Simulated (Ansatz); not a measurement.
What does this script print? It uses the Ansatz DFT code, driven from Python.

Script `lattice_euruo3.py`:
```python
"""How the lattice of EuRuO3 depends on the functional."""

import warnings

import ansatz
import numpy as np

params = {
    "k_density": 3.4,
    "filling": "Fermi-Dirac",
    "width_ev": 0.15,
    "fmax": 0.03,
}

def edges_and_angles(cell):
    cell = np.asarray(cell)
    a, b, c = np.linalg.norm(cell, axis=1)
    cosines = cell[1] @ cell[2] / (b * c), cell[0] @ cell[2] / (a * c), cell[0] @ cell[1] / (a * b)
    return (a, b, c, *np.degrees(np.arccos(cosines)))


def main() -> None:
    warnings.simplefilter("ignore", ansatz.DeckWarning)

    cell = (
        ansatz.Lattice.from_parameters(3.984682, 3.984682, 3.984682, alpha=90.0, beta=90.0, gamma=90.0)
        .atom("Eu", [0.5, 0.5, 0.5])
        .atom("Ru", [0.0, 0.0, 0.0])
        .atom("O", [0.0, 0.0, 0.5])
        .atom("O", [0.0, 0.5, 0.0])
        .atom("O", [0.5, 0.0, 0.0])
        .moments(Eu=7)
    )

    model = (
        cell.calculation()
        .spin("collinear")
        .kpoints(density=params["k_density"])
        .occupations(params["filling"], width=params["width_ev"])
        .relax(cell=True, force_tolerance=params["fmax"])
    )

    levels = [("pbesol", "none"), ("lda", "none"), ("pbesol", "d3bj")]
    print("level            a       b       c    alpha   beta  gamma  V/atom  steps")
    for name, dispersion in levels:
        seen = []
        run = model.functional(name, dispersion=dispersion).session().plan()
        outcome = run.execute(on_event=lambda e: seen.append(e) if e["event"] == "relax_step" else None)
        cell = outcome.lattice.cell_ang
        label = name if dispersion == "none" else f"{name}+{dispersion}"
        print("{:13s} {:7.4f} {:7.4f} {:7.4f} {:6.2f} {:6.2f} {:6.2f}".format(label, *edges_and_angles(cell)), f"{abs(np.linalg.det(cell)) / len(outcome.lattice.sites):7.3f} {len(seen):5d}")


if __name__ == "__main__":
    main()
```

```console
$ python lattice_euruo3.py
level            a       b       c    alpha   beta  gamma  V/atom  steps
pbesol         3.8993  3.8993  3.8993  90.00  90.00  90.00  11.858     6
lda            3.8606  3.8606  3.8606  90.00  90.00  90.00  11.508     7
pbesol+d3bj    3.8767  3.8767  3.8767  90.00  90.00  90.00  11.653     7
```

From smallest to largest: LDA (11.51 Å³ an atom, -9.1 % against the start), PBEsol+D3BJ (11.65 Å³ an atom, -7.9 % against the start) and PBEsol (11.86 Å³ an atom, -6.3 % against the start). The spread is 3.0 % in volume.

What to keep in mind:
- Open f shells: without a Hubbard U, without spin-orbit coupling; the state reached hangs on the start and needn't be the lowest.
- Forces vanish by symmetry, so the ions can't move, and the end may be a saddle.
- Without U the f states sit at the Fermi level and can close a real gap.
- Dispersion corrections can be off by several per cent in the lattices of metals, and by several GPa in the pressure at a fixed cell.
- The mesh is modest for a metal, so energies can be off by several to tens of meV an atom and pressures by half a GPa or more; differences at equal mesh fare better.
- This cell is a computed structure, which may not be the phase found in nature.
- The whole script took 3.5 min on 1 thread of Arm Neoverse V1, with other jobs on the host, peak memory 0.53 GiB.
